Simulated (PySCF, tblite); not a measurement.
# BH₈N₄O₂Si−, a fragment of a glass network (2-ring): NMR shifts, core binding energies and electronic excitations

What NMR shifts, core binding energies and electronic excitations should one expect for `N[B-]1(N)O[Si](N)(N)O1`? It is drawn as: B4 Si, NH2 ends, O bridges.

Programs: tblite 0.8.0 and PySCF 2.14.0. All values are calculated, for the isolated system unless a continuum is named. Atoms count from 0, parts from 1.

### 1 Starting point

16 atoms, charge -1, multiplicity 1; geometry: distance geometry start.

### 2 Geometry optimisation with GFN2-xTB

The job: settings as JSON, then the geometry in Å.

```
{"job": {"kind": "relax", "xc": "GFN2-xTB", "basis": "xTB"}, "charge": -1, "multiplicity": 1}
N     -1.959299    -0.146569     0.995435
Si    -0.308410     0.535744     1.278584
N      0.221573     0.774023     2.976001
O      0.122303     1.856966     0.164309
B      1.165194     1.100050    -0.654483
N      2.559153     1.683014    -0.452279
N      0.742783     0.909831    -2.099108
O      0.933011    -0.151282     0.192529
H     -2.631846     0.421671     0.490659
H     -2.074931    -1.160225     0.945819
H      0.263711     1.724810     3.334598
H      0.038968     0.027795     3.649787
H      2.642194     2.685939    -0.290134
H      3.330918     1.255175    -0.965712
H      0.753241    -0.040173    -2.456966
H     -0.023172     1.513348    -2.441950
```

With the program's defaults for keys left out, this is: GFN2-xTB geometry optimisation, gas phase.

The run is started by

```console
$ OMP_NUM_THREADS=1 python cluster_run.py task.json out
```

The driver reads the jobs from task.json and runs them one after another.

**Question.** The jobs that follow are: PBE0-D3(BJ)/def2-SVP geometry optimisation, gas phase; GIAO PBE0/aug-pcSseg-1 NMR shielding, non-relativistic, gas phase; delta-SCF UKS SCAN, aug-pcX-2 on the ionised atom, aug-pcseg-1 elsewhere, spin-free X2C; TDDFT CAM-B3LYP/def2-SVPD, vertical, gas phase, core orbitals frozen in the response. Predict: point group; rotational constants (main isotopes); shieldings of H, N, Si, O (PBE0/aug-pcSseg-1, a mean where the table joins atoms); N1s binding energies, SCAN/aug-pcX-2; Si2p binding energies, SCAN/aug-pcX-2; O1s binding energies, SCAN/aug-pcX-2; B1s binding energies, SCAN/aug-pcX-2; lowest singlet (CAM-B3LYP/def2-SVPD); lowest triplet; vertical ionisation energy (ΔSCF).

The runs gave:

```
                                                                         quantity                                                                                       value
                                                                      point group                                                                                          C2
                                             rotational constants (main isotopes)                                                                        3.04, 1.35, 1.13 GHz
shieldings of H, N, Si, O (PBE0/aug-pcSseg-1, a mean where the table joins atoms)  H9 31.3, H8 31.4, H13 31.9, H12 32.4, N5 214.9, N0 229.7, Si1 390.1, O3 192.0 ppm and more
                                             N1s binding energies, SCAN/aug-pcX-2                                                                     N0 400.57, N5 399.07 eV
                                            Si2p binding energies, SCAN/aug-pcX-2                                                                               Si1 102.74 eV
                                             O1s binding energies, SCAN/aug-pcX-2                                                                                O3 531.42 eV
                                             B1s binding energies, SCAN/aug-pcX-2                                                                                B4 191.32 eV
                                             lowest singlet (CAM-B3LYP/def2-SVPD)                                                                 5.27 eV (235 nm), f = 0.038
                                                                   lowest triplet                                                                                     5.09 eV
                                                vertical ionisation energy (ΔSCF)                                                                                     4.28 eV
```

In words: The start of the PBE0/def2-SVP relaxation was shaken at random by about 0.01 Å, so part of the energy gained, and of the first lengths quoted, undoes that. The optimisation took 8 steps and gained 0.152 eV; among the close pairs (by a distance rule), B4–N6 changed most, from 1.486 to 1.514 Å (PBE0/def2-SVP). In this geometry the neighbours of Si1, B4 aren't those of the formula as drawn (a contact has closed or a bond stretched), so the shifts belong to this structure. At SCAN/aug-pcX-2: The N1s levels kept as sound span 1.50 eV, from N5 (nitrogen bonded to B, 2 H) up to N0 (nitrogen bonded to Si, 2 H). The lowest singlet, at 5.27 eV, is HOMO→LUMO 0.58, HOMO→LUMO+1 0.32 and is weak. The lowest triplet lies 0.18 eV below the lowest singlet (triplets in Tamm-Dancoff, singlets in full TDDFT). In the gas-phase run even the lowest singlet lies above the computed detachment energy of this anion, so its states are not to be taken as bound. At CAM-B3LYP/def2-SVPD, all states lie near or above the ionisation energy, where they hang on the basis. The orbital energy would give 3.53 eV for ionisation, ΔSCF gives 4.28 eV. A capped cluster stands for the solid here, so long-range fields and strain are missing, and bands or shifts of the capping hydrogens have no counterpart in it.
